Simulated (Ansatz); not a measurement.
# InF: the cost of one run

Method: DFT PBE, spin-orbit coupling, plane waves, PAW, in Ansatz 0.2.0.

## (1) Starting point

Symmetry: F-43m, No. 216, cubic system. Conventional cell: a = 4.575 Å, b = 4.575 Å, c = 4.575 Å, α = 90.00°, β = 90.00°, γ = 90.00°. In (site symmetry -43m) is surrounded by 4 F at 1.98 Å. Around F (site symmetry -43m) lie 4 In at 1.98 Å.

As a file:

```
In F
1.0
     0.00000    2.28735    2.28735
     2.28735    0.00000    2.28735
     2.28735    2.28735    0.00000
In F
1 1
Direct
  0.00000 0.00000 0.00000
  0.25000 0.25000 0.25000
```

This is a trial structure built by rule; it need not be a known or stable form of this composition.

The cell is the ideal cubic zincblende prototype; whether it is the stable structure of this composition wasn't checked.

## (2) Coarse point 1 of the search for the rest volume

input.yaml reads:

```yaml
crystal:
  lattice:
    - [0.0, 2.2873462965, 2.2873462965]
    - [2.2873462965, 0.0, 2.2873462965]
    - [2.2873462965, 2.2873462965, 0.0]
  atoms:
    - { symbol: In, position: [0.0, 0.0, 0.0] }
    - { symbol: F, position: [0.25, 0.25, 0.25] }
basis:
  ecutwfc: 420
kpoints:
  mp_grid: { grid: [6, 6, 6] }
hamiltonian:
  xc: pbe
scf:
  occupations: { method: gaussian, width: 0.05 }
output:
  forces: true
  stress: true
  eigenvalues: true
magnetization:
  noncollinear: true
  spin_orbit: true
```

Command:

```bash
ansatz run input.yaml --threads 1 --pin off --max-ram 2560MiB --backend cpu --events-out ev --progress --plain --runs-dir out
```

Q: Estimate wall time and peak memory on 1 thread of Intel Xeon Platinum 8375C at 2.90GHz (Ice Lake), shared host.

About 2.3 s, with a peak of 0.37 GiB.
